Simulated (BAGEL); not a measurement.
**C3H12GaN (SMILES C[Ga-](C)(C)[NH3+]): HF/STO-3G (density fitting with cc-pvqz-jkfit)**

Aim: the vertical ionisation energy of C3H12GaN at HF/STO-3G (density fitting with cc-pvqz-jkfit), from 2 runs. 

The calculation is run with BAGEL 1.2.2.

2 further runs of the same task are left out: 2 set aside as unsound or not needed.

**1. The system as given**

C3H12GaN: 17 atoms, total charge 0, spin state singlet. SMILES: `C[Ga-](C)(C)[NH3+]`. The shape is that of a PBE0-D4/def2-TZVP optimisation.

Bond lengths: C1–Ga2 1.995 Å, Ga2–C3 1.995 Å, Ga2–C4 1.995 Å, Ga2–N5 2.185 Å, C1–H6 1.094 Å, C1–H7 1.094 Å, C1–H8 1.094 Å, C3–H9 1.094 Å, C3–H10 1.094 Å, C3–H11 1.094 Å, C4–H12 1.094 Å, C4–H13 1.094 Å, C4–H14 1.094 Å, N5–H15 1.013 Å, N5–H16 1.013 Å, N5–H17 1.013 Å. Some angles: C1–Ga2–C3 117.9°, C1–Ga2–C4 117.9°, C1–Ga2–N5 98.5°, C3–Ga2–C4 117.9°, C3–Ga2–N5 98.5°, C4–Ga2–N5 98.5°, Ga2–C1–H6 110.3°, Ga2–C1–H7 112.2°, Ga2–C1–H8 112.2°, Ga2–C3–H9 112.2°.

**2. A single-point energy at HF/STO-3G (density fitting with cc-pvqz-jkfit)**

Contents of hf.json:

```json
{ "bagel" : [

{
  "title" : "molecule",
  "basis" : "sto-3g",
  "df_basis" : "cc-pvqz-jkfit",
  "angstrom" : "true",
  "geometry" : [
    { "atom" : "C", "xyz" : [      -0.724690,       0.767350,      -1.780960 ] },
    { "atom" : "Ga", "xyz" : [       0.155500,      -0.156590,      -0.247090 ] },
    { "atom" : "C", "xyz" : [       2.027140,       0.365110,       0.206730 ] },
    { "atom" : "C", "xyz" : [      -0.422310,      -2.018890,       0.176160 ] },
    { "atom" : "N", "xyz" : [      -0.870130,       0.876400,       1.382070 ] },
    { "atom" : "H", "xyz" : [      -0.337770,       0.382760,      -2.729300 ] },
    { "atom" : "H", "xyz" : [      -0.538820,       1.845740,      -1.776900 ] },
    { "atom" : "H", "xyz" : [      -1.807520,       0.609810,      -1.793330 ] },
    { "atom" : "H", "xyz" : [       2.328700,       0.007070,       1.195860 ] },
    { "atom" : "H", "xyz" : [       2.727720,      -0.067300,      -0.513810 ] },
    { "atom" : "H", "xyz" : [       2.173270,       1.449260,       0.179340 ] },
    { "atom" : "H", "xyz" : [      -0.082930,      -2.343380,       1.164610 ] },
    { "atom" : "H", "xyz" : [      -0.002060,      -2.721570,      -0.549520 ] },
    { "atom" : "H", "xyz" : [      -1.509750,      -2.134500,       0.136040 ] },
    { "atom" : "H", "xyz" : [      -0.554260,       0.531670,       2.281190 ] },
    { "atom" : "H", "xyz" : [      -1.871800,       0.734050,       1.323650 ] },
    { "atom" : "H", "xyz" : [      -0.690280,       1.873060,       1.345280 ] }
  ]
},

{ "title" : "hf" },

{ "title" : "print", "file" : "orbitals.molden", "orbitals" : "true" }

]}
```

Launch:

```sh
$ BAGEL_NUM_THREADS=1 BAGEL hf.json > hf.out
```

What it wrote:

```text
* using 1 threads per process

  ===============================================================
  ===============================================================

  *** Geometry ***

  { "atom" : "C", "xyz" : [     -1.369466,      1.450081,     -3.365527 ] },
  { "atom" : "Ga", "xyz" : [      0.293852,     -0.295912,     -0.466932 ] },
  { "atom" : "C", "xyz" : [      3.830739,      0.689958,      0.390663 ] },
  { "atom" : "C", "xyz" : [     -0.798050,     -3.815149,      0.332894 ] },
  { "atom" : "N", "xyz" : [     -1.644307,      1.656156,      2.611734 ] },
  { "atom" : "H", "xyz" : [     -0.638293,      0.723312,     -5.157630 ] },
  { "atom" : "H", "xyz" : [     -1.018222,      3.487943,     -3.357854 ] },
  { "atom" : "H", "xyz" : [     -3.415718,      1.152374,     -3.388903 ] },
  { "atom" : "H", "xyz" : [      4.400605,      0.013360,      2.259848 ] },
  { "atom" : "H", "xyz" : [      5.154644,     -0.127179,     -0.970960 ] },
  { "atom" : "H", "xyz" : [      4.106885,      2.738704,      0.338903 ] },
  { "atom" : "H", "xyz" : [     -0.156715,     -4.428346,      2.200794 ] },
  { "atom" : "H", "xyz" : [     -0.003893,     -5.143022,     -1.038442 ] },
  { "atom" : "H", "xyz" : [     -2.853014,     -4.033620,      0.257078 ] },
  { "atom" : "H", "xyz" : [     -1.047400,      1.004711,      4.310824 ] },
  { "atom" : "H", "xyz" : [     -3.537189,      1.387153,      2.501336 ] },
  { "atom" : "H", "xyz" : [     -1.304440,      3.539570,      2.542211 ] },

  Number of auxiliary basis functions:     1254

  Since a DF basis is specified, we compute 2- and 3-index integrals:
    o Being stored without compression. Storage requirement is 0.025 GB

  Number of basis functions:       50
  Number of electrons      :       68

    * METHOD: MOLECULE                             3.34

  *** RHF ***

  === Nuclear Repulsion ===
   393.1691316928

      * DIIS with orbital gradients will be used.

  === RHF iteration (sto-3g) ===
      0      -2073.81239047          0.00572607           0.27
      1      -2073.85586542          0.00150127           0.28
      2      -2073.85913933          0.00038118           0.26
      3      -2073.85942187          0.00015992           0.25
      4      -2073.85949760          0.00009204           0.26
      5      -2073.85954181          0.00003458           0.25
      6      -2073.85954849          0.00000701           0.25
      7      -2073.85954870          0.00000243           0.27
      8      -2073.85954873          0.00000086           0.25
      9      -2073.85954873          0.00000021           0.25
     10      -2073.85954873          0.00000004           0.25
     11      -2073.85954873          0.00000001           0.25
     12      -2073.85954873          0.00000000           0.26
    * SCF iteration converged.

    * Permanent dipole moment:
           (    1.036809,    -1.044238,    -1.646898) a.u.

    * METHOD: HF                                   3.92

    * METHOD: PRINT                                0.01

  ===============================================================
```

It took 7.8 s on 1 thread of Intel Xeon Platinum 8259CL at 2.50GHz (Skylake/Cascade Lake), shared host; peak memory 0.2 GiB.

**3. The doublet cation**

Contents of input.json:

```json
{ "bagel" : [

{
  "title" : "molecule",
  "basis" : "sto-3g",
  "df_basis" : "cc-pvqz-jkfit",
  "angstrom" : true,
  "geometry" : [
    { "atom" : "C", "xyz" : [      -0.724690,       0.767350,      -1.780960 ] },
    { "atom" : "Ga", "xyz" : [       0.155500,      -0.156590,      -0.247090 ] },
    { "atom" : "C", "xyz" : [       2.027140,       0.365110,       0.206730 ] },
    { "atom" : "C", "xyz" : [      -0.422310,      -2.018890,       0.176160 ] },
    { "atom" : "N", "xyz" : [      -0.870130,       0.876400,       1.382070 ] },
    { "atom" : "H", "xyz" : [      -0.337770,       0.382760,      -2.729300 ] },
    { "atom" : "H", "xyz" : [      -0.538820,       1.845740,      -1.776900 ] },
    { "atom" : "H", "xyz" : [      -1.807520,       0.609810,      -1.793330 ] },
    { "atom" : "H", "xyz" : [       2.328700,       0.007070,       1.195860 ] },
    { "atom" : "H", "xyz" : [       2.727720,      -0.067300,      -0.513810 ] },
    { "atom" : "H", "xyz" : [       2.173270,       1.449260,       0.179340 ] },
    { "atom" : "H", "xyz" : [      -0.082930,      -2.343380,       1.164610 ] },
    { "atom" : "H", "xyz" : [      -0.002060,      -2.721570,      -0.549520 ] },
    { "atom" : "H", "xyz" : [      -1.509750,      -2.134500,       0.136040 ] },
    { "atom" : "H", "xyz" : [      -0.554260,       0.531670,       2.281190 ] },
    { "atom" : "H", "xyz" : [      -1.871800,       0.734050,       1.323650 ] },
    { "atom" : "H", "xyz" : [      -0.690280,       1.873060,       1.345280 ] }
  ]
},

{
  "title" : "uhf",
  "charge" : 1,
  "nopen" : 1
},

{
  "title" : "print",
  "file" : "orbitals.molden",
  "orbitals" : true
}

]}
```

Launch:

```sh
$ BAGEL_NUM_THREADS=1 BAGEL input.json > input.out
```

What it wrote:

```text
* using 1 threads per process

  ===============================================================
  ===============================================================

  *** Geometry ***

  { "atom" : "C", "xyz" : [     -1.369466,      1.450081,     -3.365527 ] },
  { "atom" : "Ga", "xyz" : [      0.293852,     -0.295912,     -0.466932 ] },
  { "atom" : "C", "xyz" : [      3.830739,      0.689958,      0.390663 ] },
  { "atom" : "C", "xyz" : [     -0.798050,     -3.815149,      0.332894 ] },
  { "atom" : "N", "xyz" : [     -1.644307,      1.656156,      2.611734 ] },
  { "atom" : "H", "xyz" : [     -0.638293,      0.723312,     -5.157630 ] },
  { "atom" : "H", "xyz" : [     -1.018222,      3.487943,     -3.357854 ] },
  { "atom" : "H", "xyz" : [     -3.415718,      1.152374,     -3.388903 ] },
  { "atom" : "H", "xyz" : [      4.400605,      0.013360,      2.259848 ] },
  { "atom" : "H", "xyz" : [      5.154644,     -0.127179,     -0.970960 ] },
  { "atom" : "H", "xyz" : [      4.106885,      2.738704,      0.338903 ] },
  { "atom" : "H", "xyz" : [     -0.156715,     -4.428346,      2.200794 ] },
  { "atom" : "H", "xyz" : [     -0.003893,     -5.143022,     -1.038442 ] },
  { "atom" : "H", "xyz" : [     -2.853014,     -4.033620,      0.257078 ] },
  { "atom" : "H", "xyz" : [     -1.047400,      1.004711,      4.310824 ] },
  { "atom" : "H", "xyz" : [     -3.537189,      1.387153,      2.501336 ] },
  { "atom" : "H", "xyz" : [     -1.304440,      3.539570,      2.542211 ] },

  Number of auxiliary basis functions:     1254

  Since a DF basis is specified, we compute 2- and 3-index integrals:
    o Being stored without compression. Storage requirement is 0.025 GB

  Number of basis functions:       50
  Number of electrons      :       68

    * METHOD: MOLECULE                             3.84

  *** Open-shell HF ***

  === Nuclear Repulsion ===
   393.1691316928

      * DIIS with orbital gradients will be used.

  === UHF iteration (sto-3g) ===
      0      -2073.72958872          0.02076248           0.50
      1      -2073.84398285          0.00504942           0.49
      2      -2073.85543620          0.00230927           0.50
      3      -2073.85856068          0.00085586           0.49
      4      -2073.85894135          0.00024840           0.49
      5      -2073.85897604          0.00009194           0.68
      6      -2073.85898042          0.00008311           0.58
      7      -2073.85898450          0.00008231           0.49
      8      -2073.85899187          0.00008146           0.49
      9      -2073.85907023          0.00007090           0.50
     10      -2073.85918696          0.00007659           0.49
     11      -2073.85919032          0.00006957           0.50
     12      -2073.85926768          0.00003324           0.50
     13      -2073.85930304          0.00001603           0.49
     14      -2073.85931640          0.00001297           0.50
     15      -2073.85931607          0.00000166           0.49
     16      -2073.85931708          0.00000116           0.49
     17      -2073.85931747          0.00000097           0.49
     18      -2073.85931750          0.00000092           0.49
     19      -2073.85931749          0.00000091           0.49
     20      -2073.85931749          0.00000086           0.50
     21      -2073.85931749          0.00000071           0.58
     22      -2073.85931751          0.00000058           0.49
     23      -2073.85931753          0.00000049           0.49
     24      -2073.85931752          0.00000039           0.49
     25      -2073.85931751          0.00000029           0.63
     26      -2073.85931752          0.00000017           0.63
     27      -2073.85931753          0.00000009           0.50
     28      -2073.85931754          0.00000005           0.57
     29      -2073.85931754          0.00000004           0.49
     30      -2073.85931754          0.00000004           0.49
     31      -2073.85931754          0.00000004           0.49
     32      -2073.85931754          0.00000004           0.50
     33      -2073.85931754          0.00000004           0.50
     34      -2073.85931754          0.00000004           0.50
     35      -2073.85931754          0.00000003           0.49
     36      -2073.85931754          0.00000002           0.49
     37      -2073.85931754          0.00000002           0.50
     38      -2073.85931754          0.00000002           0.50
     39      -2073.85931754          0.00000002           0.50
     40      -2073.85931754          0.00000001           0.50
     41      -2073.85931754          0.00000001           0.51
     42      -2073.85931754          0.00000001           0.52
    * SCF iteration converged.

    * S^2 (UHF) is 0.7507

    * Permanent dipole moment:
           (    0.861728,    -0.882444,    -1.349065) a.u.

    * METHOD: UHF                                 22.70

    * METHOD: PRINT                                0.01

  ===============================================================
```

Wall time 27 s (1 thread of Intel Xeon Platinum 8259CL at 2.50GHz (Skylake/Cascade Lake), shared host); peak memory 0.2 GiB.

**4. Results**

Level: HF/STO-3G (density fitting with cc-pvqz-jkfit).

```
                                                    quantity           value
                              singlet C3H12GaN: total energy  -2073.85955 Eh
                             singlet C3H12GaN: dipole moment          5.61 D
                               singlet C3H12GaN: HOMO energy        -5.16 eV
                               singlet C3H12GaN: LUMO energy        10.32 eV
                             singlet C3H12GaN: HOMO–LUMO gap        15.48 eV
                                doublet cation: total energy  -2073.85932 Eh
                                        doublet cation: ⟨S²⟩           0.751
vertical ionisation energy (to the doublet cation), in doubt        0.006 eV
```

The vertical ionisation energy comes to 0.01 eV (0.1 kcal/mol). −ε(HOMO) before ionisation, 5.16 eV, is 5.15 eV above this ionisation energy. This value lies far from the orbital energy or is too small for a neutral ground state: the hole may sit in another orbital, or the first species is not in its lowest state. In a minimal basis such a difference can be off by several eV, whatever the method.
